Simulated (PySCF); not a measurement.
**WF4: how settings move a single point**

Aim: repeat the single point on relaxed WF4 with altered settings, some of them bad on purpose. The species was built from a template and needn't be a known compound.

Program: PySCF 2.14.0. Level of theory: PBE0, W def2-SVP with ECP60, F def2-SVP; scalar-relativistic core potentials, no spin–orbit coupling. These are calculated values, not measurements.

2 further runs of the same task are left out: 2 for a known fault of the program.

### 1 The system as given

5 atoms, charge 0, spin multiplicity 1.

Bond lengths: W1–F2 1.832 Å, W1–F3 1.832 Å, W1–F4 1.832 Å, W1–F5 1.832 Å. Angles: F2–W1–F3 92.1°, F2–W1–F4 157.7°, F2–W1–F5 92.1°, F3–W1–F4 92.1°, F3–W1–F5 157.7°, F4–W1–F5 92.1°.

Coordinates:

```xyz
5
charge 0, multiplicity 1
W     0.0000    0.0000    0.0000
F     1.7980    0.0000    0.3536
F     0.0000    1.7980   -0.3536
F    -1.7980    0.0000    0.3536
F     0.0000   -1.7980   -0.3536
```

Formal oxidation states: W +4. An earlier session relaxed this geometry at PBE0, W def2-SVP with ECP60, F def2-SVP (singlet, point group D2d).

The sound run used a (50, 194) grid (finer on f atoms), a threshold of 1e-8 and at most 55 cycles, and ended at -465.911981 Eh.

### 2 Altered run 1

Contents of run.py (the lines that set the calculation):

```python
mol = gto.M(atom='''
W      0.00000     0.00000     0.00000
F      1.79805     0.00000     0.35358
F      0.00000     1.79805    -0.35358
F     -1.79805     0.00000     0.35358
F      0.00000    -1.79805    -0.35358''',
    basis={'W': 'def2-SVP', 'F': 'def2-SVP'},
    ecp={'W': 'def2-SVP'},
    charge=0, spin=0)
mf = dft.RKS(mol, xc='PBE0')
mf.grids.atom_grid = (50, 194)
mf = mf.density_fit()  # fitting sets: W def2-universal-JKFIT, F def2-universal-JKFIT
mf.conv_tol = 1e-08; mf.max_cycle = 55
mf.kernel(dm0)  # dm0: smeared density
```

Command:

```console
$ OMP_NUM_THREADS=2 python run.py
```

What it wrote:

```text
init E= -465.862938273202
  HOMO = -0.256959873713381  LUMO = -0.130477554026601  gap/eV = 3.44176
cycle= 1 E= -465.911507600325  delta_E= -0.0486  |g|= 0.0406  |ddm|= 0.46
  HOMO = -0.270088062639836  LUMO = -0.130152127463684  gap/eV = 3.80785
cycle= 2 E= -465.911737062816  delta_E= -0.000229  |g|= 0.0402  |ddm|= 0.0942
  HOMO = -0.26919110429235  LUMO = -0.127487381111749  gap/eV = 3.85595
cycle= 3 E= -465.911939049069  delta_E= -0.000202  |g|= 0.0141  |ddm|= 0.0277
  HOMO = -0.267343014781474  LUMO = -0.125147610486877  gap/eV = 3.86933
cycle= 4 E= -465.911970679143  delta_E= -3.16e-05  |g|= 0.00679  |ddm|= 0.018
  HOMO = -0.268312091382921  LUMO = -0.125923872591888  gap/eV = 3.87458
cycle= 5 E= -465.911980862687  delta_E= -1.02e-05  |g|= 0.000316  |ddm|= 0.00729
  HOMO = -0.268271086952453  LUMO = -0.125829424127533  gap/eV = 3.87604
cycle= 6 E= -465.911980901831  delta_E= -3.91e-08  |g|= 4.03e-05  |ddm|= 0.000683
  HOMO = -0.268268073398549  LUMO = -0.125823181008336  gap/eV = 3.87612
cycle= 7 E= -465.911980902284  delta_E= -4.53e-10  |g|= 5.12e-06  |ddm|= 6.68e-05
  HOMO = -0.268267106873282  LUMO = -0.12582226961886  gap/eV = 3.87612
Extra cycle  E= -465.911980902278  delta_E= 6.03e-12  |g|= 9.47e-06  |ddm|= 1.37e-05
converged SCF energy = -465.911980902278
```

Run time: 3.9 s. Hardware: 2 threads of Arm Neoverse N1, shared host.

Changed: the starting guess (smeared density). It converges in 7 cycles, at the sound run's energy within 0.001 eV, with a largest force component of 0.00 eV/Å. The result survives the change.

### 3 Altered run 2

Edit run.py (the lines that set the calculation) of step 2 so:

```diff
@@ -10,5 +10,5 @@
 mf = dft.RKS(mol, xc='PBE0')
-mf.grids.atom_grid = (50, 194)
+mf.grids.atom_grid = (99, 590)
 mf = mf.density_fit()  # fitting sets: W def2-universal-JKFIT, F def2-universal-JKFIT
 mf.conv_tol = 1e-08; mf.max_cycle = 55
-mf.kernel(dm0)  # dm0: smeared density
+mf.kernel(dm0)  # dm0: free metal ions and neutral atoms
```

Command:

```console
$ OMP_NUM_THREADS=2 python run.py
```

What it wrote:

```text
init E= -477.237305154642
  HOMO = -0.193833591755642  LUMO = -0.0897231540807863  gap/eV = 2.83299
cycle= 1 E= -465.369205879484  delta_E= 11.9  |g|= 1.87  |ddm|= 3.44
  HOMO = -0.17719704063818  LUMO = -0.0936277691781415  gap/eV = 2.27404
cycle= 2 E= -464.67414010586  delta_E= 0.695  |g|= 2.64  |ddm|= 2.55
  HOMO = -0.308078529289951  LUMO = -0.180632485632298  gap/eV = 3.46798
cycle= 3 E= -465.894976030324  delta_E= -1.22  |g|= 0.267  |ddm|= 1.89
  HOMO = -0.254118233560138  LUMO = -0.114361138449934  gap/eV = 3.80298
cycle= 4 E= -465.909675275604  delta_E= -0.0147  |g|= 0.0909  |ddm|= 0.392
  HOMO = -0.268482610322895  LUMO = -0.126394698546095  gap/eV = 3.86641
cycle= 5 E= -465.911692447795  delta_E= -0.00202  |g|= 0.00282  |ddm|= 0.116
  HOMO = -0.268210196079096  LUMO = -0.125847378456483  gap/eV = 3.87389
cycle= 6 E= -465.911695267252  delta_E= -2.82e-06  |g|= 0.000893  |ddm|= 0.00601
  HOMO = -0.26824805142509  LUMO = -0.125817261633978  gap/eV = 3.87574
cycle= 7 E= -465.911695439007  delta_E= -1.72e-07  |g|= 0.000156  |ddm|= 0.0012
  HOMO = -0.268264266584705  LUMO = -0.12582072785707  gap/eV = 3.87609
cycle= 8 E= -465.911695444545  delta_E= -5.54e-09  |g|= 2.15e-05  |ddm|= 0.000232
  HOMO = -0.268258089759595  LUMO = -0.125814487508157  gap/eV = 3.87609
Extra cycle  E= -465.91169544426  delta_E= 2.85e-10  |g|= 4.41e-05  |ddm|= 5.71e-05
converged SCF energy = -465.91169544426
```

It took 8.4 s on 2 threads of Arm Neoverse N1, shared host.

Changed: the integration grid, to (99, 590). It converges in 8 cycles, +0.008 eV from the sound run, with a largest force component of 0.00 eV/Å. The result survives the change.

### 4 Altered run 3

Edit run.py (the lines that set the calculation) of step 3 so:

```diff
@@ -8,7 +8,7 @@
     ecp={'W': 'def2-SVP'},
-    charge=0, spin=0)
-mf = dft.RKS(mol, xc='PBE0')
-mf.grids.atom_grid = (99, 590)
+    charge=0, spin=12)
+mf = dft.UKS(mol, xc='PBE0')
+mf.grids.atom_grid = (50, 194)
 mf = mf.density_fit()  # fitting sets: W def2-universal-JKFIT, F def2-universal-JKFIT
-mf.conv_tol = 1e-08; mf.max_cycle = 55
+mf.conv_tol = 1e-08; mf.max_cycle = 81
 mf.kernel(dm0)  # dm0: free metal ions and neutral atoms
```

Command:

```console
$ OMP_NUM_THREADS=2 python run.py
```

What it wrote:

```text
init E= -478.871909162754
cycle= 1 E= -461.028296376721  delta_E= 17.8  |g|= 2.65  |ddm|=  5.1
cycle= 2 E= -456.854221291828  delta_E= 4.17  |g|= 3.94  |ddm|= 4.87
cycle= 3 E= -462.587049245449  delta_E= -5.73  |g|=  1.6  |ddm|= 4.66
cycle= 4 E= -461.466688202388  delta_E= 1.12  |g|= 2.09  |ddm|= 3.62
cycle= 5 E= -463.472212229399  delta_E= -2.01  |g|= 0.932  |ddm|= 2.84
cycle= 6 E= -463.96907675317  delta_E= -0.497  |g|= 0.142  |ddm|= 1.82
cycle= 7 E= -463.992941238968  delta_E= -0.0239  |g|= 0.0696  |ddm|= 0.519
cycle= 8 E= -464.007955578986  delta_E= -0.015  |g|= 0.0823  |ddm|= 0.395
cycle= 9 E= -464.009045730477  delta_E= -0.00109  |g|= 0.0794  |ddm|= 0.026
cycle= 10 E= -464.023852014828  delta_E= -0.0148  |g|= 0.0509  |ddm|= 0.522
cycle= 11 E= -464.024160688768  delta_E= -0.000309  |g|= 0.0719  |ddm|= 0.129
cycle= 12 E= -464.025411223441  delta_E= -0.00125  |g|= 0.0606  |ddm|= 0.0634
cycle= 13 E= -464.027389350804  delta_E= -0.00198  |g|= 0.0334  |ddm|= 0.166
cycle= 14 E= -464.028363271105  delta_E= -0.000974  |g|= 0.0548  |ddm|= 0.178
cycle= 15 E= -464.028796053221  delta_E= -0.000433  |g|= 0.0491  |ddm|= 0.0286
cycle= 16 E= -464.031443661211  delta_E= -0.00265  |g|= 0.0272  |ddm|= 0.302
cycle= 17 E= -464.032346904612  delta_E= -0.000903  |g|= 0.0128  |ddm|= 0.133
cycle= 18 E= -464.0330691221  delta_E= -0.000722  |g|= 0.00785  |ddm|= 0.199
cycle= 19 E= -464.033144897594  delta_E= -7.58e-05  |g|= 0.0142  |ddm|= 0.0411
cycle= 20 E= -464.033224996411  delta_E= -8.01e-05  |g|= 0.0131  |ddm|= 0.0215
cycle= 21 E= -464.033462672664  delta_E= -0.000238  |g|= 0.00482  |ddm|= 0.0724
cycle= 22 E= -464.033539383872  delta_E= -7.67e-05  |g|= 0.00311  |ddm|= 0.0407
cycle= 23 E= -464.03357552378  delta_E= -3.61e-05  |g|= 0.00284  |ddm|= 0.0302
cycle= 24 E= -464.033588375995  delta_E= -1.29e-05  |g|= 0.000748  |ddm|= 0.0407
cycle= 25 E= -464.033590781298  delta_E= -2.41e-06  |g|= 0.000422  |ddm|= 0.00632
cycle= 26 E= -464.033592549215  delta_E= -1.77e-06  |g|= 0.000549  |ddm|= 0.00579
cycle= 27 E= -464.033593935315  delta_E= -1.39e-06  |g|= 0.000309  |ddm|= 0.00664
cycle= 28 E= -464.033594465855  delta_E= -5.31e-07  |g|= 0.000436  |ddm|= 0.00364
cycle= 29 E= -464.033595165264  delta_E= -6.99e-07  |g|= 0.000195  |ddm|= 0.00422
cycle= 30 E= -464.03359567389  delta_E= -5.09e-07  |g|= 0.000174  |ddm|= 0.00572
cycle= 31 E= -464.033595759907  delta_E= -8.6e-08  |g|= 0.000167  |ddm|= 0.000614
cycle= 32 E= -464.033596129966  delta_E= -3.7e-07  |g|= 0.000129  |ddm|= 0.00258
cycle= 33 E= -464.033596304111  delta_E= -1.74e-07  |g|= 0.000135  |ddm|= 0.00124
cycle= 34 E= -464.033596890492  delta_E= -5.86e-07  |g|= 0.000148  |ddm|= 0.00505
cycle= 35 E= -464.033597754507  delta_E= -8.64e-07  |g|= 8.66e-05  |ddm|= 0.0114
cycle= 36 E= -464.033597947515  delta_E= -1.93e-07  |g|= 7.09e-05  |ddm|= 0.00436
cycle= 37 E= -464.033597987328  delta_E= -3.98e-08  |g|= 6.48e-05  |ddm|= 0.000624
cycle= 38 E= -464.033598050559  delta_E= -6.32e-08  |g|= 6.15e-05  |ddm|= 0.000962
cycle= 39 E= -464.033598113102  delta_E= -6.25e-08  |g|= 6.68e-05  |ddm|= 0.000825
cycle= 40 E= -464.033598153296  delta_E= -4.02e-08  |g|= 6.32e-05  |ddm|= 0.000471
cycle= 41 E= -464.033598376092  delta_E= -2.23e-07  |g|= 5.75e-05  |ddm|= 0.00253
cycle= 42 E= -464.033598609922  delta_E= -2.34e-07  |g|= 5.55e-05  |ddm|= 0.00296
cycle= 43 E= -464.033598685888  delta_E= -7.6e-08  |g|= 5.82e-05  |ddm|= 0.00106
cycle= 44 E= -464.033598792502  delta_E= -1.07e-07  |g|= 5.06e-05  |ddm|= 0.00149
cycle= 45 E= -464.033598981356  delta_E= -1.89e-07  |g|= 4.26e-05  |ddm|= 0.00298
cycle= 46 E= -464.03359940322  delta_E= -4.22e-07  |g|= 5.04e-05  |ddm|= 0.00891
cycle= 47 E= -464.033599583642  delta_E= -1.8e-07  |g|= 3.56e-05  |ddm|= 0.0065
cycle= 48 E= -464.033599607694  delta_E= -2.41e-08  |g|= 2.94e-05  |ddm|= 0.00129
cycle= 49 E= -464.033599649561  delta_E= -4.19e-08  |g|= 1.69e-05  |ddm|= 0.00337
cycle= 50 E= -464.033599656311  delta_E= -6.75e-09  |g|= 1.25e-05  |ddm|= 0.000842
Extra cycle  E= -464.033599657194  delta_E= -8.83e-10  |g|= 1.89e-05  |ddm|= 6.63e-05
converged SCF energy = -464.033599657194  <S^2> = 42.009957  2S+1 = 13.001532
```

Run time: 14 s. Hardware: 2 threads of Arm Neoverse N1, shared host.

Changed: the spin (12 unpaired electrons); the cycle limit is 81. It converges in 50 cycles, +51.113 eV from the sound run, with a largest force component of 13.73 eV/Å. The setting is unsound, so these numbers aren't the compound's.

### 5 Altered run 4

Edit run.py (the lines that set the calculation) of step 4 so:

```diff
@@ -8,7 +8,7 @@
     ecp={'W': 'def2-SVP'},
-    charge=0, spin=12)
-mf = dft.UKS(mol, xc='PBE0')
+    charge=0, spin=0)
+mf = dft.RKS(mol, xc='PBE0')
 mf.grids.atom_grid = (50, 194)
 mf = mf.density_fit()  # fitting sets: W def2-universal-JKFIT, F def2-universal-JKFIT
-mf.conv_tol = 1e-08; mf.max_cycle = 81
+mf.conv_tol = 1e-05; mf.max_cycle = 55
 mf.kernel(dm0)  # dm0: free metal ions and neutral atoms
```

Command:

```console
$ OMP_NUM_THREADS=2 python run.py
```

What it wrote:

```text
init E= -477.237560050895
  HOMO = -0.193839721269857  LUMO = -0.0897296289987736  gap/eV = 2.83298
cycle= 1 E= -465.36955838006  delta_E= 11.9  |g|= 1.86  |ddm|= 3.44
  HOMO = -0.177217844747133  LUMO = -0.093639112349084  gap/eV = 2.27429
cycle= 2 E= -464.67465287083  delta_E= 0.695  |g|= 2.64  |ddm|= 2.55
  HOMO = -0.308078219224566  LUMO = -0.180632872130615  gap/eV = 3.46796
cycle= 3 E= -465.895268998366  delta_E= -1.22  |g|= 0.267  |ddm|= 1.89
  HOMO = -0.254122971899932  LUMO = -0.11436476218045  gap/eV = 3.80301
cycle= 4 E= -465.909961010103  delta_E= -0.0147  |g|= 0.0909  |ddm|= 0.392
  HOMO = -0.268488111457433  LUMO = -0.126399155901217  gap/eV = 3.86644
cycle= 5 E= -465.911977905841  delta_E= -0.00202  |g|= 0.00282  |ddm|= 0.116
  HOMO = -0.268216352379891  LUMO = -0.125852314519184  gap/eV = 3.87392
cycle= 6 E= -465.91198072513  delta_E= -2.82e-06  |g|= 0.000893  |ddm|= 0.00601
  HOMO = -0.268347440699845  LUMO = -0.125904328644244  gap/eV = 3.87607
Extra cycle  E= -465.911980469541  delta_E= 2.56e-07  |g|= 0.00153  |ddm|= 0.00192
converged SCF energy = -465.911980469541
```

Run time: 3.6 s. Hardware: 2 threads of Arm Neoverse N1, shared host.

Changed: the SCF threshold (1e-05). It converges in 6 cycles, at the sound run's energy within 0.001 eV, with a largest force component of 0.00 eV/Å. The result survives the change.

### 6 Altered run 5

Edit run.py (the lines that set the calculation) of step 5 so:

```diff
@@ -10,5 +10,5 @@
 mf = dft.RKS(mol, xc='PBE0')
-mf.grids.atom_grid = (50, 194)
+mf.grids.atom_grid = (15, 26)
 mf = mf.density_fit()  # fitting sets: W def2-universal-JKFIT, F def2-universal-JKFIT
-mf.conv_tol = 1e-05; mf.max_cycle = 55
+mf.conv_tol = 1e-08; mf.max_cycle = 55
 mf.kernel(dm0)  # dm0: free metal ions and neutral atoms
```

Command:

```console
$ OMP_NUM_THREADS=2 python run.py
```

What it wrote:

```text
init E= -477.191419829756
  HOMO = -0.189174118211611  LUMO = -0.0918881302889875  gap/eV = 2.64729
cycle= 1 E= -465.325241018502  delta_E= 11.9  |g|= 1.87  |ddm|= 3.45
  HOMO = -0.167849498242077  LUMO = -0.0920674331895022  gap/eV = 2.06214
cycle= 2 E= -464.598010131431  delta_E= 0.727  |g|= 2.67  |ddm|= 2.61
  HOMO = -0.304103898132649  LUMO = -0.179756854938282  gap/eV = 3.38366
cycle= 3 E= -465.863509794597  delta_E= -1.27  |g|= 0.249  |ddm|= 1.95
  HOMO = -0.250800792899557  LUMO = -0.111394327845502  gap/eV = 3.79344
cycle= 4 E= -465.875844122926  delta_E= -0.0123  |g|= 0.103  |ddm|= 0.389
  HOMO = -0.267488189051079  LUMO = -0.124855149296916  gap/eV = 3.88124
cycle= 5 E= -465.878457907753  delta_E= -0.00261  |g|= 0.00485  |ddm|= 0.132
  HOMO = -0.267443067529822  LUMO = -0.124411959875748  gap/eV = 3.89207
cycle= 6 E= -465.878466354171  delta_E= -8.45e-06  |g|= 0.00112  |ddm|= 0.0106
  HOMO = -0.267533036149363  LUMO = -0.124387709399779  gap/eV = 3.89518
cycle= 7 E= -465.878466655935  delta_E= -3.02e-07  |g|= 0.000125  |ddm|= 0.00171
  HOMO = -0.267550380487656  LUMO = -0.124389780788277  gap/eV = 3.89560
cycle= 8 E= -465.878466659998  delta_E= -4.06e-09  |g|= 3.86e-05  |ddm|= 0.00027
  HOMO = -0.267539484819224  LUMO = -0.124380639545297  gap/eV = 3.89555
Extra cycle  E= -465.87846665907  delta_E= 9.28e-10  |g|= 7.94e-05  |ddm|= 0.000101
converged SCF energy = -465.87846665907
```

Wall time 2.9 s (2 threads of Arm Neoverse N1, shared host).

Changed: the integration grid, to (15, 26). It converges in 8 cycles, +0.912 eV from the sound run, with a largest force component of 0.57 eV/Å. The setting is unsound, so these numbers aren't the compound's.

### 7 Side by side

| run | changed | ending | energy change (eV) | cycles | time | usable |
| --- | --- | --- | --- | --- | --- | --- |
| 1 | the starting guess | converged | 0.000 | 7 | 3.9 s | yes |
| 2 | the integration grid | converged | +0.008 | 8 | 8.4 s | yes |
| 3 | the spin | converged | +51.113 | 50 | 14 s | no |
| 4 | the SCF threshold | converged | 0.000 | 6 | 3.6 s | yes |
| 5 | the integration grid | converged | +0.912 | 8 | 2.9 s | no |

3 of 5 altered runs give a usable result. 2 ended normally with numbers unfit to quote.
